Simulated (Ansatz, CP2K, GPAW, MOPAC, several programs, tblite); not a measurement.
## Many methods on one cell: NaTlS2 (ordering on zincblende)

An ordered 4-atom cell of NaTlS2 on the zincblende lattice (P-4m2), relaxed with r2SCAN in Ansatz, was computed with several methods. It is tetragonal, P-4m2 (No. 115); conventional cell a = 4.104 Å, c = 6.639 Å, 27.96 Å³ an atom. Na has 4 S at 2.73 Å; S has 2 Tl at 2.55 Å and 2 Na at 2.73 Å; Tl has 4 S at 2.55 Å. Values at 0 K without nuclear motion; spin polarisation is off, and the phase may be a hypothetical one.

```
CELL_PARAMETERS angstrom
4.10449 0.00000 0.00000
0.00000 4.10449 0.00000
0.00000 0.00000 6.63894
ATOMIC_POSITIONS crystal
Na 0.00000 0.00000 0.00000
S 0.00000 0.50000 0.27087
Tl 0.50000 0.50000 0.50000
S 0.50000 0.00000 0.72913
```

Gaps and times are for a single point on this cell; volume and bulk modulus come from each method's own relaxation or energy curve at fixed shape, which is too stiff where a cell has free coordinates or axes. Times are rough, from shared hosts (Arm Neoverse N1), and each method has its own mesh and cell size. A dagger marks a closed or tiny gap in a crystal that DFT finds insulating: a failure of the method or a wrong SCF state. A double dagger marks a value from a curve with shape and coordinates held. The energy curve of PM7 (MOPAC) is jagged, so its SCF state, and with it the gap, is in doubt. PM6 (MOPAC), PM7 (MOPAC), GFN1-xTB (tblite), GFN2-xTB (tblite) treat a cluster of cells at its zone centre, which samples few k points: where these miss a band edge, the gap comes out too large for that reason alone. Gaps from k meshes are read at a limited set of points (mesh, symmetry points, PBE's band edges), so each method's own least gap may be somewhat smaller. xTB and the PM methods were fitted mostly to molecules, and can miss a solid's gap by electronvolts. Minimal bases can be far off for gaps. GLLB-SC's gap includes the derivative discontinuity. d marks a direct gap, i an indirect one (no mark: not told apart), a dash a value that wasn't computed or didn't pass its checks.

```
                              method              kind  gap (eV)  own volume (Å³/atom)  bulk modulus (GPa)  atoms computed  processor time
light PBE (260 eV and a coarse mesh)  light plane-wave    0.71 d                     –                   –               4           2.1 s
                   GFN1-xTB (tblite)     tight binding     0.02†                29.75‡                 32‡              32           2.6 s
                   GFN2-xTB (tblite)     tight binding     0.04†                     –                   –              32           3.7 s
                         PM6 (MOPAC)    semi-empirical      3.68                     –                   –              32           4.2 s
                                 PBE         semilocal    0.80 d                 28.90                 36‡               4            15 s
                      PBE/SZV (CP2K)       small basis     0.00†                28.28‡                 44‡               4            19 s
                         PM7 (MOPAC)    semi-empirical      5.52                     –                   –              32            22 s
                              r2SCAN         semilocal    1.08 d                 27.96                 42‡               4            34 s
                     PBE/DZVP (CP2K)       small basis    0.76 d                29.14‡                 36‡               4            35 s
                      GLLB-SC (GPAW)   model potential      2.07                     –                   –               4            43 s
              PBE/single zeta (GPAW)       small basis    0.76 d                     –                   –               4            44 s
```

Against r2SCAN (1.08 eV) and with closed or daggered gaps left aside, the nearest gap at the points sampled is that of PBE (-0.28 eV) and the farthest that of PM7 (MOPAC) (+4.44 eV). r2SCAN is only a yardstick of convenience: semilocal gaps usually lie below measured ones, which GLLB-SC and hybrids aim to mend.

Volumes against r2SCAN's: PBE +3.4 %.

Spin-orbit coupling is left out; in compounds of Pb, Bi, Tl or Hg it can lower a gap by up to about 1 eV, split its edges or invert the bands.
